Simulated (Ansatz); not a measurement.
This script for an equation of state with a fit of SbAs, space group R3m with the Python package of Ansatz (0.2.0) holds a mistake.

`run_eos.py`
```python
"""Bulk modulus of SbAs from an E(V) curve."""

import ansatz as az
from ase.eos import EquationOfState
from ase.units import GPa
import numpy as np

VECTORS = np.array([
    [2.03271412, 1.17358805, 3.7165943],
    [-2.03271412, 1.17358805, 3.7165943],
    [0.0, -2.34717609, 3.7165943],
])
SITES = [
    ("Sb", (0.22909841, 0.22909841, 0.22909841)),
    ("As", (0.77089959, 0.77089959, 0.77089959)),
]


def on_lattice(cell):
    crystal = az.Crystal(lattice=az.Lattice.of(cell))
    for symbol, position in SITES:
        crystal = crystal.atom(symbol, position)
    return crystal


def main() -> None:
    # scale the volume, keep shape and fractions
    volumes, energies, pressures = [], [], []
    for scale in np.linspace(0.88, 1.12, 7):
        cell = VECTORS * scale ** (1 / 3)
        calculation = (
            on_lattice(cell).calculation()
            .basis(530)
            .pseudopotentials("paw")
            .occupations("Fixed")
            .functional(az.Functional.R2SCAN)
            .kpoints(8, 8, 8)
            .stress()
        )
        rep = calculation.run(threads=1, pin="off").report
        volumes.append(abs(np.linalg.det(cell)) / len(SITES))
        energies.append(rep["free_energy_ev"] / len(SITES))
        pressures.append(np.trace(rep["stress_gpa"]) / 3)
        print(f"V = {volumes[-1]:8.4f} A^3/atom  F = {energies[-1]:.5f} eV/atom  P = {pressures[-1]:8.3f} GPa")

    eos = EquationOfState(volumes, energies, eos="sj")
    v0, e0, bulk = eos.fit()
    print(f"V0 = {v0:.4f} A^3/atom, E0 = {e0:.5f} eV/atom, B = {bulk / GPa:.1f} GPa")
    eos.plot("eos.png")


if __name__ == "__main__":
    main()
```

Running `python run_eos.py` prints:
```text
RunWarning: iter 1: σ=0 fill of 15 bands saw a band overlap (occupied 12.3928 eV > unoccupied 11.6942 eV) — on an unconverged iterate often a transient of an unconverged empty band; one that stands at the close is told there (band_overlap_at_count); if the run fails to converge, the spectrum is likely genuinely [...]
RunWarning: the bands overlap at the fill by count (15 filled at each k-point of a channel): the highest filled level, 12.424669 eV at k-index 47, stands 0.7079 eV over the lowest empty one, 11.716811 eV at k-index 4, so that a fill of the lowest levels lies lower and no gap is reported. A metal, or a carrier in a [...]
V =  23.4067 A^3/atom  F = -5681.76346 eV/atom  P =   10.540 GPa
V =  24.4707 A^3/atom  F = -5681.81860 eV/atom  P =    6.225 GPa
V =  25.5346 A^3/atom  F = -5681.84797 eV/atom  P =    2.744 GPa
V =  26.5986 A^3/atom  F = -5681.85650 eV/atom  P =   -0.075 GPa
V =  27.6625 A^3/atom  F = -5681.84817 eV/atom  P =   -2.354 GPa
V =  28.7265 A^3/atom  F = -5681.82620 eV/atom  P =   -4.195 GPa
V =  29.7904 A^3/atom  F = -5681.79324 eV/atom  P =   -5.678 GPa
V0 = 26.5673 A^3/atom, E0 = -5681.85650 eV/atom, B = 63.5 GPa
```
(Warnings from the package without file and line, shortened, repeats left out.)

No error stopped it. What is wrong with the input all the same?

The fault: fixed occupations, though the bands overlap at this level of theory. The correction:

```diff
--- before
+++ after
@@ -34,3 +34,3 @@
             .pseudopotentials("paw")
-            .occupations("Fixed")
+            .occupations("fermi_dirac", width=0.1)
             .functional(az.Functional.R2SCAN)
```

The mended script runs so:

```console
$ python run_eos.py
V =  23.4067 A^3/atom  F = -5681.77081 eV/atom  P =   10.350 GPa
V =  24.4707 A^3/atom  F = -5681.82474 eV/atom  P =    6.051 GPa
V =  25.5346 A^3/atom  F = -5681.85303 eV/atom  P =    2.596 GPa
V =  26.5986 A^3/atom  F = -5681.86068 eV/atom  P =   -0.193 GPa
V =  27.6625 A^3/atom  F = -5681.85165 eV/atom  P =   -2.447 GPa
V =  28.7265 A^3/atom  F = -5681.82914 eV/atom  P =   -4.268 GPa
V =  29.7904 A^3/atom  F = -5681.79575 eV/atom  P =   -5.735 GPa
V0 = 26.5170 A^3/atom, E0 = -5681.86074 eV/atom, B = 63.4 GPa
```

What to keep in mind:
- Total energies depend on the potentials; only differences at equal settings carry meaning.
- Shape and fractional positions are held along the curve, so the bulk modulus is an upper value where they are free to relax.
- For a metal this k-point mesh is coarse: on a finer one energies can move by several to tens of meV an atom and pressures by half a GPa or more, differences at one mesh by less.
- Pressure is positive in compression.
- The structure comes from a database of computed cells and needn't be a stable or known phase.
- It ran for 110 s on 1 thread of Arm Neoverse V2 (shared host), peak memory 0.68 GiB.
